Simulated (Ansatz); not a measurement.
# Tl: energy and pressure over a range of volumes

One table from this session's results is given with a row withheld; the runs are named, their logs left out.

Program: Ansatz 0.2.0. Level of theory: DFT LDA, scalar-relativistic. These are calculated values, not measurements.

### The system as given

The structure is cubic, space group Im-3m (No. 229). Conventional cell: a = 3.882 Å, b = 3.882 Å, c = 3.882 Å, α = 90.00°, β = 90.00°, γ = 90.00°. Tl (site symmetry m-3m) is surrounded by 8 Tl at 3.36 Å.

Coordinates:

```cif
data_structure
_symmetry_space_group_name_H-M 'P 1'
_symmetry_Int_Tables_number 1
_cell_length_a 3.3619
_cell_length_b 3.3619
_cell_length_c 3.3619
_cell_angle_alpha 109.471
_cell_angle_beta 109.471
_cell_angle_gamma 109.471
_cell_volume 29.25
loop_
_atom_site_label
_atom_site_type_symbol
_atom_site_fract_x
_atom_site_fract_y
_atom_site_fract_z
_atom_site_occupancy
Tl1 Tl 0.00000 0.00000 0.00000 1
```

The first run:

Input file input.yaml:

```yaml
crystal:
  lattice:
    - [-1.901376637, 1.901376637, 1.901376637]
    - [1.901376637, -1.901376637, 1.901376637]
    - [1.901376637, 1.901376637, -1.901376637]
  atoms:
    - { symbol: Tl, position: [0.0, 0.0, 0.0] }
kpoints:
  mp_grid: { grid: [13, 13, 13] }
  band_path:
    path:
      - [0.0, 0.0, 0.0]
      - [0.5, -0.5, 0.5]
      - [0.0, 0.0, 0.5]
      - [0.0, 0.0, 0.0]
      - [0.25, 0.25, 0.25]
      - [0.5, -0.5, 0.5]
      - [0.25, 0.25, 0.25]
      - [0.0, 0.0, 0.5]
    npoints: 5
scf:
  occupations: { method: fermi_dirac, width: 0.05 }
hamiltonian:
  xc: lda
  pseudopotentials: { kind: all_electron, lapw: { basis_error: 0.00025 } }
output:
  forces: true
  stress: true
  eigenvalues: true
```

Command:

```bash
ansatz run input.yaml --threads 1 --pin off --max-ram 3072MiB --backend cpu --events-out ev --progress --plain --runs-dir out
```

Steps of the session up to this table: Volume × 0.94, LAPW; Volume × 0.94, PAW; Volume × 0.94, crystal datasets; Volume × 0.98, LAPW; Volume × 0.98, PAW; Volume × 0.98, crystal datasets; Volume × 1.01, LAPW; Volume × 1.01, PAW; Volume × 1.01, crystal datasets; Volume × 1.04, LAPW; Volume × 1.04, PAW; Volume × 1.04, crystal datasets.

One of the session's tables, all rows but one given; the rest of the session is left out.

| method | volume (Å³/atom) | pressure (GPa) |
| --- | --- | --- |
| LAPW | 27.496 | -0.35 |
| LAPW | 28.666 | -1.86 |
| LAPW | 29.543 | -2.74 |
| LAPW | 30.421 | -3.46 |
| PAW | 27.496 | -0.35 |
| PAW | 28.666 | ? |
| PAW | 29.543 | -2.75 |
| PAW | 30.421 | -3.46 |
| crystal datasets | 27.496 | -0.35 |
| crystal datasets | 28.666 | -1.86 |
| crystal datasets | 29.543 | -2.74 |
| crystal datasets | 30.421 | -3.46 |

Q: Estimate the row for PAW, 28.666 from the others.

As computed: pressure (GPa): -1.87. In the column «pressure (GPa)» it lies between crystal datasets, 29.543 (-2.74) and LAPW, 28.666 (-1.86).

Limits of these values: Warnings in the runs' records: gradients without spin orbit, crystal datasets made.
